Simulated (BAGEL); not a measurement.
# CH6BNO2 (SMILES OBNCO), step by step

Aim: a single-point energy (HF/def2-SV(P)), then a single-point energy (NEVPT2(2,2)/def2-SV(P)), then a single-point energy (CASPT2(2,2)/def2-SV(P)) of CH6BNO2. 

Program for the calculation: BAGEL 1.2.2.

2 further runs of the same task are left out: 2 set aside as unsound or not needed.

### Step 1. The molecule

CH6BNO2 has 11 atoms, charge 0, and is taken as a singlet. As SMILES, `OBNCO`. One bond was lengthened or shortened from a relaxed shape.

Bond lengths: O1–B2 1.158 Å, B2–N3 1.416 Å, N3–C4 1.423 Å, C4–O5 1.424 Å, O1–H6 0.965 Å, B2–H7 1.197 Å, N3–H8 1.004 Å, C4–H9 1.100 Å, C4–H10 1.096 Å, O5–H11 0.962 Å. Some angles: O1–B2–N3 121.8°, B2–N3–C4 124.5°, N3–C4–O5 109.1°, O1–B2–H7 118.8°, N3–B2–H7 119.3°, B2–O1–H6 111.4°, B2–N3–H8 119.6°, C4–N3–H8 115.8°, N3–C4–H9 110.6°, N3–C4–H10 109.5°.

### Step 2. The energy at HF/def2-SV(P) (density fitting with svp-jkfit) (run 1)

input.json reads:

```json
{ "bagel": [

{
  "title": "molecule",
  "basis": "def2-sv_p_.json",
  "df_basis": "svp-jkfit",
  "angstrom": "true",
  "geometry": [
    { "atom": "O", "xyz": [      -0.333152,       1.703635,       0.642016 ] },
    { "atom": "B", "xyz": [      -0.151000,       0.776300,       1.310700 ] },
    { "atom": "N", "xyz": [       0.041300,      -0.514500,       0.761600 ] },
    { "atom": "C", "xyz": [      -0.074500,      -0.827100,      -0.621300 ] },
    { "atom": "O", "xyz": [       0.833500,      -0.016400,      -1.360600 ] },
    { "atom": "H", "xyz": [      -0.113752,       1.521035,      -0.279284 ] },
    { "atom": "H", "xyz": [      -0.135500,       0.915900,       2.499600 ] },
    { "atom": "H", "xyz": [       0.344000,      -1.265700,       1.354800 ] },
    { "atom": "H", "xyz": [      -1.095800,      -0.629000,      -0.978300 ] },
    { "atom": "H", "xyz": [       0.142100,      -1.890000,      -0.774600 ] },
    { "atom": "H", "xyz": [       0.672700,      -0.158500,      -2.298200 ] }
  ]
},

{ "title": "hf" },

{ "title": "print", "file": "orbitals.molden", "orbitals": "true" }

]}
```

The basis set def2-SV(P) is read from a file made from the Basis Set Exchange's data (not shown).

The run is started by

```
$ BAGEL_NUM_THREADS=1 BAGEL input.json > input.out
```

The log of the run:

```text
* using 1 threads per process

  ===============================================================
  ===============================================================

  *** Geometry ***

  { "atom" : "O", "xyz" : [     -0.629566,      3.219404,      1.213234 ] },
  { "atom" : "B", "xyz" : [     -0.285349,      1.466994,      2.476864 ] },
  { "atom" : "N", "xyz" : [      0.078046,     -0.972264,      1.439215 ] },
[... 7 lines of this table left out ...]
  { "atom" : "H", "xyz" : [      1.271219,     -0.299522,     -4.342969 ] },

  Number of auxiliary basis functions:      489

  Since a DF basis is specified, we compute 2- and 3-index integrals:
    o Being stored without compression. Storage requirement is 0.026 GB

  Number of basis functions:       82
  Number of electrons      :       40

    * METHOD: MOLECULE                             0.18

  *** RHF ***

  === Nuclear Repulsion ===
   182.4278090852

      * DIIS with orbital gradients will be used.

  === RHF iteration (def2-sv_p_.json) ===
      0       -269.69968261          0.02330590           0.05
      1       -269.93168480          0.01308850           0.05
      2       -270.00991837          0.00162754           0.06
[... 9 lines of this table left out ...]
     12       -270.01180958          0.00000001           0.05
    * SCF iteration converged.

    * Permanent dipole moment:
           (    0.217401,     0.997437,     1.186743) a.u.

    * METHOD: HF                                   0.83

    * METHOD: PRINT                                0.01

  ===============================================================
```

Wall time 1.5 s (1 thread of Intel Xeon 6975P-C (Granite Rapids), shared host); peak memory 0.11 GiB.

### Step 3. The energy at NEVPT2(2,2)/def2-SV(P) (density fitting with svp-jkfit) (run 2)

nevpt2.json reads:

```json
{ "bagel" : [

{
  "title" : "molecule",
  "basis" : "def2-sv_p_.json",
  "df_basis" : "svp-jkfit",
  "angstrom" : "true",
  "geometry" : [
    { "atom" : "O", "xyz" : [      -0.333152,       1.703635,       0.642016 ] },
    { "atom" : "B", "xyz" : [      -0.151000,       0.776300,       1.310700 ] },
    { "atom" : "N", "xyz" : [       0.041300,      -0.514500,       0.761600 ] },
    { "atom" : "C", "xyz" : [      -0.074500,      -0.827100,      -0.621300 ] },
    { "atom" : "O", "xyz" : [       0.833500,      -0.016400,      -1.360600 ] },
    { "atom" : "H", "xyz" : [      -0.113752,       1.521035,      -0.279284 ] },
    { "atom" : "H", "xyz" : [      -0.135500,       0.915900,       2.499600 ] },
    { "atom" : "H", "xyz" : [       0.344000,      -1.265700,       1.354800 ] },
    { "atom" : "H", "xyz" : [      -1.095800,      -0.629000,      -0.978300 ] },
    { "atom" : "H", "xyz" : [       0.142100,      -1.890000,      -0.774600 ] },
    { "atom" : "H", "xyz" : [       0.672700,      -0.158500,      -2.298200 ] }
  ]
},

{ "title" : "hf", "charge" : 0 },

{
  "title" : "nevpt2",
  "nstate" : 1,
  "nact" : 2,
  "nclosed" : 19,
  "charge" : 0,
  "nspin" : 0,
  "active" : [6, 26],
  "maxiter" : 200,
  "natocc" : "true",
  "ncore" : 5
},

{ "title" : "print", "file" : "orbitals.molden", "orbitals" : "true" }

]}
```

The basis set def2-SV(P) is read from a file made from the Basis Set Exchange's data (not shown).

The run is started by

```
$ BAGEL_NUM_THREADS=1 BAGEL nevpt2.json > nevpt2.out
```

The log of the run:

```text
* using 1 threads per process

  ===============================================================
  ===============================================================

  *** Geometry ***

  { "atom" : "O", "xyz" : [     -0.629566,      3.219404,      1.213234 ] },
  { "atom" : "B", "xyz" : [     -0.285349,      1.466994,      2.476864 ] },
  { "atom" : "N", "xyz" : [      0.078046,     -0.972264,      1.439215 ] },
[... 7 lines of this table left out ...]
  { "atom" : "H", "xyz" : [      1.271219,     -0.299522,     -4.342969 ] },

[... 23 lines left out ...]
    * SCF iteration converged.
[... 1 line left out ...]
    * Permanent dipole moment:
[... 28 lines left out ...]
    * Second-order optimization converged. *
[... 9 lines left out ...]
     * ci vector, state   0, <S^2> = 0.0000
       2.     0.9952493808
       .2    -0.0973584612

  === DF-NEVPT2 calculation ===

    * 3-index integral transformation done
    * assembly done

      NEVPT2 correlation energy:   -0.6975008701      0.22

          (+0)     -0.6198186928
          (+0)'    -0.0336271370
          (+1)     -0.0068956062
          (+1)'    -0.0000000000
          (+2)     -0.0003972261
          (-1)     -0.0319500735
          (-1)'     0.0000000000
          (-2)     -0.0048121346

      NEVPT2 total energy:       -270.7298825316

    * METHOD: NEVPT2                               4.94

    * METHOD: PRINT                                0.01

  ===============================================================
```

Run time: 6.9 s. Hardware: 1 thread of Intel Xeon 6975P-C (Granite Rapids), shared host; peak memory 0.14 GiB.

### Step 4. The energy at CASPT2(2,2)/def2-SV(P) (density fitting with svp-jkfit) (run 3)

job.json reads:

```json
{ "bagel": [

{
  "title": "molecule",
  "basis": "def2-sv_p_.json",
  "df_basis": "svp-jkfit",
  "angstrom": true,
  "geometry": [
    { "atom": "O", "xyz": [   -0.333152,    1.703635,    0.642016 ] },
    { "atom": "B", "xyz": [   -0.151000,    0.776300,    1.310700 ] },
    { "atom": "N", "xyz": [    0.041300,   -0.514500,    0.761600 ] },
    { "atom": "C", "xyz": [   -0.074500,   -0.827100,   -0.621300 ] },
    { "atom": "O", "xyz": [    0.833500,   -0.016400,   -1.360600 ] },
    { "atom": "H", "xyz": [   -0.113752,    1.521035,   -0.279284 ] },
    { "atom": "H", "xyz": [   -0.135500,    0.915900,    2.499600 ] },
    { "atom": "H", "xyz": [    0.344000,   -1.265700,    1.354800 ] },
    { "atom": "H", "xyz": [   -1.095800,   -0.629000,   -0.978300 ] },
    { "atom": "H", "xyz": [    0.142100,   -1.890000,   -0.774600 ] },
    { "atom": "H", "xyz": [    0.672700,   -0.158500,   -2.298200 ] }
  ]
},
{ "title": "hf" },
{ "title": "casscf", "nstate": 1, "nact": 2, "nclosed": 19, "active": [6, 26], "maxiter": 200, "natocc": true },
{ "title": "print", "file": "orbitals.molden", "orbitals": true },
{ "title": "smith", "method": "caspt2", "ms": true, "xms": true, "sssr": true, "shift": 0.2, "shift_imag": true, "ncore": 5 }

]}
```

The basis set def2-SV(P) is read from a file made from the Basis Set Exchange's data (not shown).

The run is started by

```
$ BAGEL_NUM_THREADS=1 BAGEL job.json > job.out
```

The log of the run:

```text
* using 1 threads per process

  ===============================================================
  ===============================================================

  *** Geometry ***

  { "atom" : "O", "xyz" : [     -0.629566,      3.219404,      1.213234 ] },
  { "atom" : "B", "xyz" : [     -0.285349,      1.466994,      2.476864 ] },
  { "atom" : "N", "xyz" : [      0.078046,     -0.972264,      1.439215 ] },
[... 7 lines of this table left out ...]
  { "atom" : "H", "xyz" : [      1.271219,     -0.299522,     -4.342969 ] },

[... 25 lines left out ...]
    * Permanent dipole moment:
[... 37 lines left out ...]
     * ci vector, state   0, <S^2> = 0.0000
[... 21 lines left out ...]
       #      aibj      arbs      arbi      airj      risj      airs      arst      rist         Etot      error   time
[... 9 lines left out ...]
      ------------------------------------------------------------------------------------------------------------------

    * CASPT2 energy : state  0     -270.7315566230
        w/o shift correction       -270.7290650849
        reference weight              0.8371082304

    * METHOD: SMITH                                0.97

  ===============================================================
```

Run time: 6.9 s. Hardware: 1 thread of Intel Xeon 6975P-C (Granite Rapids), shared host; peak memory 0.23 GiB.

### Step 5. Summary of results

```
                                   quantity          value
         run 1, HF/def2-SV(P): total energy  -270.01181 Eh
        run 1, HF/def2-SV(P): dipole moment         3.98 D
          run 1, HF/def2-SV(P): HOMO energy      -10.76 eV
          run 1, HF/def2-SV(P): LUMO energy        4.26 eV
        run 1, HF/def2-SV(P): HOMO–LUMO gap       15.02 eV
run 2, NEVPT2(2,2)/def2-SV(P): total energy  -270.72988 Eh
run 3, CASPT2(2,2)/def2-SV(P): total energy  -270.73156 Eh
```
